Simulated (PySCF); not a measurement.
# EuH9N3 (Eu(NH3)33+): the cost of one run

Program: PySCF 2.14.0. Level of theory: PBE0, Eu lcecp-1-SVP with ECP52, N def2-SVP, H def2-SVP; scalar-relativistic core potentials, no spin–orbit coupling. These are calculated values, not measurements.

1 further run of the same task is left out (for a known fault of the program).

**1. Where the work starts**

13 atoms, charge 3, spin multiplicity 1.

Bond lengths: Eu1–N2 2.545 Å, Eu1–N6 2.545 Å, Eu1–N10 2.545 Å, N2–H3 1.020 Å, N2–H4 1.020 Å, N2–H5 1.020 Å, N6–H7 1.020 Å, N6–H8 1.020 Å, N6–H9 1.020 Å, N10–H11 1.020 Å, N10–H12 1.020 Å, N10–H13 1.020 Å. Angles: N2–Eu1–N6 120.0°, N2–Eu1–N10 120.0°, N6–Eu1–N10 120.0°, Eu1–N2–H3 113.0°, Eu1–N2–H4 113.0°, Eu1–N2–H5 113.0°, H3–N2–H4 105.8°, H3–N2–H5 105.8°, H4–N2–H5 105.8°, Eu1–N6–H7 113.0°, Eu1–N6–H8 113.0°, Eu1–N6–H9 113.0°, H7–N6–H8 105.8°, H7–N6–H9 105.8°, H8–N6–H9 105.8°, Eu1–N10–H11 113.0°, Eu1–N10–H12 113.0°, Eu1–N10–H13 113.0° and more.

Coordinates:

```xyz
13
charge 3, multiplicity 1
Eu    0.00000    0.00000    0.00000
N     2.54500    0.00000    0.00000
H     2.94300   -0.46960    0.81330
H     2.94300   -0.46960   -0.81330
H     2.94300    0.93920    0.00000
N    -1.27250    2.20400    0.00000
H    -1.06480    2.78350    0.81330
H    -1.06480    2.78350   -0.81330
H    -2.28480    2.07910    0.00000
N    -1.27250   -2.20400    0.00000
H    -1.87810   -2.31390    0.81330
H    -1.87810   -2.31390   -0.81330
H    -0.65810   -3.01830    0.00000
```

Formal oxidation states: Eu +3. Each metal's 6 4f electrons lie in its core potential, so multiplicities, spins and levels count the valence alone.

**2. SCF at the start, singlet**

The input, run.py (the lines that set the calculation):

```python
mol = gto.M(atom='''
Eu     0.00000     0.00000     0.00000
N      2.54500     0.00000     0.00000
H      2.94300    -0.46960     0.81330
H      2.94300    -0.46960    -0.81330
H      2.94300     0.93920     0.00000
N     -1.27250     2.20400     0.00000
H     -1.06480     2.78350     0.81330
H     -1.06480     2.78350    -0.81330
H     -2.28480     2.07910     0.00000
N     -1.27250    -2.20400     0.00000
H     -1.87810    -2.31390     0.81330
H     -1.87810    -2.31390    -0.81330
H     -0.65810    -3.01830     0.00000''',
    basis={'Eu': 'lcecp-1-SVP', 'N': 'def2-SVP', 'H': 'def2-SVP'},
    ecp={'Eu': 'lcecp-1-SVP'},
    charge=3, spin=0)
mf = dft.RKS(mol, xc='PBE0')
mf.grids.atom_grid = (50, 194)  # f atoms: unpruned, at least (60, 302)
mf = mf.density_fit()  # fitting sets: Eu AutoAux, N def2-universal-JKFIT, H def2-universal-JKFIT
mf.conv_tol = 1e-08; mf.max_cycle = 55
mf.kernel(dm0)  # dm0: free metal ions and neutral atoms
```

Started as:

```bash
$ OMP_NUM_THREADS=2 python run.py
```

What time and memory should one allow on 2 threads of AMD EPYC 9B14 (Zen 4), shared host?

About 3.7 s, with a peak of 0.79 GiB.
